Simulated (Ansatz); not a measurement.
# CH5PSe: small, medium and large basis sets

An exercise on one series of results from a longer session: the logs are not shown, and one member is left open.

Computed with Ansatz 0.2.0, Gaussian basis. Level: one geometry, several basis sets.

Levels to be run: PBE0-D4/def2-SVP; ωB97M-V/def2-SVP; PBE0-D4/def2-QZVPP; ωB97M-V/def2-QZVPP; the functionals' def2-TZVPP values are taken from earlier runs.

## The relaxed structure

The geometry comes from an earlier relaxation with PBE0-D4 in a triple-zeta def2 set; it is a stationary point, not always the lowest conformer.

SMILES `C[Se]P`, 8 atoms, charge 0, spin multiplicity 1.

Atoms are counted from 1 here; the program's logs count them from 0.

Bond lengths: C1–Se2 1.952 Å, C1–H4 1.088 Å, C1–H5 1.088 Å, C1–H6 1.090 Å, Se2–P3 2.253 Å, P3–H7 1.419 Å, P3–H8 1.419 Å. Angles: Se2–C1–H4 110.4°, Se2–C1–H5 110.3°, Se2–C1–H6 106.0°, H4–C1–H5 110.7°, H4–C1–H6 109.6°, H5–C1–H6 109.6°, C1–Se2–P3 96.8°, Se2–P3–H7 97.7°, Se2–P3–H8 97.8°, H7–P3–H8 93.3°.

Set-up of the first run:

in.yaml

```yaml
crystal:
  periodic: [false, false, false]
  atoms:
    - {symbol: C, position_ang: [-0.831460, 1.072626, -0.508937]}
    - {symbol: Se, position_ang: [0.262813, 0.482324, 0.995723]}
    - {symbol: P, position_ang: [0.884701, -1.494131, 0.111824]}
    - {symbol: H, position_ang: [-1.663906, 0.389702, -0.662280]}
    - {symbol: H, position_ang: [-0.225819, 1.149919, -1.408989]}
    - {symbol: H, position_ang: [-1.210746, 2.057471, -0.236920]}
    - {symbol: H, position_ang: [2.269273, -1.408349, 0.411680]}
    - {symbol: H, position_ang: [0.607144, -2.306564, 1.242099]}
basis:
  gaussian: {orbitals: def2-SVP}
hamiltonian: {xc: pbe0, dispersion: d4}
output: {orbitals: {seedname: orbitals}}
```

Launch:

```bash
ansatz run in.yaml --threads 2 --pin off --events-out ev --progress --plain --max-ram 4352MiB
```

Steps of the session up to this table: PBE0-D4 in def2-SVP; ωB97M-V in def2-SVP; PBE0-D4 in def2-QZVPP; ωB97M-V in def2-QZVPP.

One table of the session follows, with a row left open; its other results are not shown here.

It belongs to the step «Functionals by basis». 

| functional | basis | HOMO (eV) |
| --- | --- | --- |
| PBE0-D4 | def2-SVP | -6.41 |
| PBE0-D4 | def2-TZVPP | -6.53 |
| PBE0-D4 | def2-QZVPP | -6.55 |
| ωB97M-V | def2-SVP | ? |
| ωB97M-V | def2-TZVPP | -8.69 |
| ωB97M-V | def2-QZVPP | -8.71 |

Estimate the missing values for ωB97M-V, def2-SVP.

As computed: HOMO (eV): -8.56. In the column «HOMO (eV)» it lies between ωB97M-V, def2-TZVPP (-8.69) and PBE0-D4, def2-QZVPP (-6.55).
